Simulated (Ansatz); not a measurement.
# BClH2SSi: one species, many methods

The task here is to estimate one member of a computed series from the others.

Method: functionals in def2-TZVPP, the program's frozen cores in correlated methods; program: Ansatz 0.2.0, Gaussian basis.

The runs, in order: LDA (SPW92), PBE-D4, revPBE-D4, BLYP-D4, r2SCAN-D4, B97M-V, PBE0-D4, B3LYP-D4, r2SCANh-D4, r2SCAN0-D4, HSE06-D4, BHLYP-D4, CAM-B3LYP-D4, LC-ωPBE, ωB97X-V, ωB97M-V, B2PLYP, PBE-QIDH; CCSD(T)/def2-SVP; CCSD(T)/def2-TZVPP; MP2/def2-QZVPP; extrapolation to the limit; RPA on PBE.

## Structure used throughout

An earlier PBE0-D4 in a triple-zeta def2 set relaxation fixed the geometry.

6 atoms, charge 0, spin multiplicity 1.

Atoms are counted from 1 here; the program's logs count them from 0.

Bond lengths: Cl1–B2 1.722 Å, B2–Si3 1.928 Å, B2–S4 1.769 Å, Si3–S4 2.181 Å, Si3–H5 1.482 Å, Si3–H6 1.482 Å. Angles: Cl1–B2–Si3 153.3°, Cl1–B2–S4 134.5°, Si3–B2–S4 72.2°, B2–Si3–S4 50.5°, B2–Si3–H5 123.9°, B2–Si3–H6 123.9°, S4–Si3–H5 114.1°, S4–Si3–H6 114.1°, H5–Si3–H6 111.7°, B2–S4–Si3 57.3°.

Coordinates:

```mol
BClH2SSi
  3D, bonds by distance, orders not assigned

  6  6  0  0  0  0  0  0  0  0999 V2000
   -0.1672   -2.6801    0.6697 Cl  0  0
   -0.2680   -1.0438    0.1423 B   0  0
    0.3982    0.7586   -0.0188 Si  0  0
   -1.4576   -0.1056   -0.7713 S   0  0
    1.3330    1.2015   -1.0795 H   0  0
    0.2038    1.8056    1.0112 H   0  0
  1  2  8  0
  2  3  8  0
  3  4  8  0
  3  5  8  0
  3  6  8  0
  2  4  8  0
M  END
```

Set-up of the first run:

File in.yaml:

```yaml
crystal:
  periodic: [false, false, false]
  atoms:
    - {symbol: Cl, position_ang: [-0.167233, -2.680102, 0.669741]}
    - {symbol: B, position_ang: [-0.268028, -1.043812, 0.142332]}
    - {symbol: Si, position_ang: [0.398216, 0.758577, -0.018798]}
    - {symbol: S, position_ang: [-1.457604, -0.105637, -0.771271]}
    - {symbol: H, position_ang: [1.332973, 1.201457, -1.079529]}
    - {symbol: H, position_ang: [0.203776, 1.805618, 1.011223]}
basis:
  gaussian: {orbitals: def2-TZVPP}
hamiltonian: {xc: lda}
output: {orbitals: {seedname: orbitals}}
```

On the command line:

```sh
> ansatz run in.yaml --threads 2 --pin off --events-out ev --progress --plain --max-ram 4352MiB
```

Steps of the session up to this table: LDA; PBE-D4 (GGA); revPBE-D4 (GGA); BLYP-D4 (GGA); r2SCAN-D4 (meta-GGA); B97M-V (meta-GGA); B3LYP-D4 (hybrid); r2SCANh-D4 (hybrid); r2SCAN0-D4 (hybrid); HSE06-D4 (hybrid); BHLYP-D4 (hybrid); CAM-B3LYP-D4 (range-separated); LC-ωPBE (range-separated); ωB97X-V (range-separated); ωB97M-V (range-separated); B2PLYP (double hybrid); PBE-QIDH (double hybrid).

One table of the session follows, with a row left open; its other results are not shown here.

It belongs to the step «Orbital energies across the functionals». 

| functional | HOMO (eV) | LUMO (eV) | gap (eV) |
| --- | --- | --- | --- |
| LDA (SPW92) | -6.33 | -2.84 | 3.50 |
| PBE-D4 | -6.21 | -2.63 | 3.58 |
| revPBE-D4 | -6.16 | -2.55 | 3.61 |
| BLYP-D4 | -6.05 | -2.41 | 3.64 |
| r2SCAN-D4 | -6.43 | -2.44 | 3.99 |
| B97M-V | -6.49 | -2.39 | 4.10 |
| PBE0-D4 | ? | ? | ? |
| B3LYP-D4 | -7.09 | -1.88 | 5.22 |
| r2SCANh-D4 | -6.84 | -2.12 | 4.71 |
| r2SCAN0-D4 | -7.45 | -1.64 | 5.80 |
| HSE06-D4 | -6.92 | -2.13 | 4.79 |
| BHLYP-D4 | -8.28 | -0.65 | 7.62 |
| CAM-B3LYP-D4 | -8.55 | -0.56 | 8.00 |
| LC-ωPBE | -9.85 | 0.47 | 10.33 |
| ωB97X-V | -9.52 | 0.44 | 9.96 |
| ωB97M-V | -9.32 | 0.32 | 9.65 |

**Question.** Estimate the row for PBE0-D4.

As computed: HOMO (eV): -7.31; LUMO (eV): -1.75; gap (eV): 5.56. In the column «HOMO (eV)» it lies between r2SCAN0-D4 (-7.45) and B3LYP-D4 (-7.09).
